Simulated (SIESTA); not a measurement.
Mg6CoSi:

```
Co Si Mg
1.0
     4.58998    0.00000    0.00000
     0.00000    3.10011    5.24891
     0.00000   -3.10011    5.24891
Co Si Mg
1 1 6
Direct
  0.00000 0.81040 0.81040
  0.50000 0.68509 0.68509
  0.50000 0.16527 0.16527
  0.50000 0.67357 0.14032
  0.50000 0.14032 0.67357
  0.00000 0.33709 0.33709
  0.00000 0.83177 0.35648
  0.00000 0.35648 0.83177
```

The cell comes from a database or a generator and needn't be the stable form of this composition.

| Item | Value |
| --- | --- |
| Program | SIESTA 5.4.2 |
| Task | single point |
| Functional | PBE |
| Potentials or basis | PseudoDojo 0.4 standard (PBE files) |
| Basis | DZP (energy shift 0.003 Ry; two zetas on semicore shells) |
| Grid cutoff | 800 Ry |
| Energy shift | 0.003 Ry |
| k mesh | 6 × 5 × 5 |
| Occupations | fermi-dirac, width 0.05 eV |
| Spin | collinear spin, ferromagnetic start |
| Starting moments | [2.0, 0.0, 0.0, 0.0, 0.0, 0.0, 0.0, 0.0] μB |

On this cell: pressure 2.1 GPa; largest force 0.251 eV/Å; net moment 0.61 μB per cell; site moments Co +0.75; Si -0.03; Mg +0.04, -0.04, -0.02 μB; band gap on the k mesh none (metal or under the smearing width).

The same run follows on a disturbed copy (atoms moved at random, drawn with an rms of 0.05 Å):

```
Co Si Mg
1.0
     4.58998    0.00000    0.00000
     0.00000    3.10011    5.24891
     0.00000   -3.10011    5.24891
Co Si Mg
1 1 6
Direct
  0.00805 0.81484 0.80531
  0.48639 0.69170 0.69020
  0.49577 0.16035 0.16851
  0.50727 0.67014 0.14430
  0.50184 0.13176 0.67376
  0.99810 0.33377 0.33671
  0.00374 0.82907 0.36675
  0.00303 0.35650 0.83207
```

Task: What does the disturbed cell give?

Result: The energy (extrapolated to zero smearing) moves by +9.3 meV/atom; pressure 2.6 GPa; largest force 0.653 eV/Å; net moment 0.45 μB per cell; site moments Co +0.56; Si -0.02; Mg +0.03, -0.03, -0.01, -0.02 μB; band gap on the k mesh none (metal or under the smearing width).

Forces on the atoms (eV/Å):
```
Co  -0.026 -0.171  0.176
Si   0.243 -0.172 -0.432
Mg   0.182  0.107 -0.072
Mg  -0.104 -0.208  0.265
Mg   0.001  0.335  0.560
Mg   0.107  0.032  0.150
Mg  -0.206  0.280 -0.412
Mg  -0.201 -0.206 -0.246
```

Stress tensor (GPa, compression positive):
```
 1.86 -0.11  0.34
-0.11  3.12  0.07
 0.34  0.07  2.72
```

Caveats: short orbitals over semicore shells can move pressures by several GPa; the basis of atomic orbitals isn't converged, which shifts pressures, moduli and gaps.
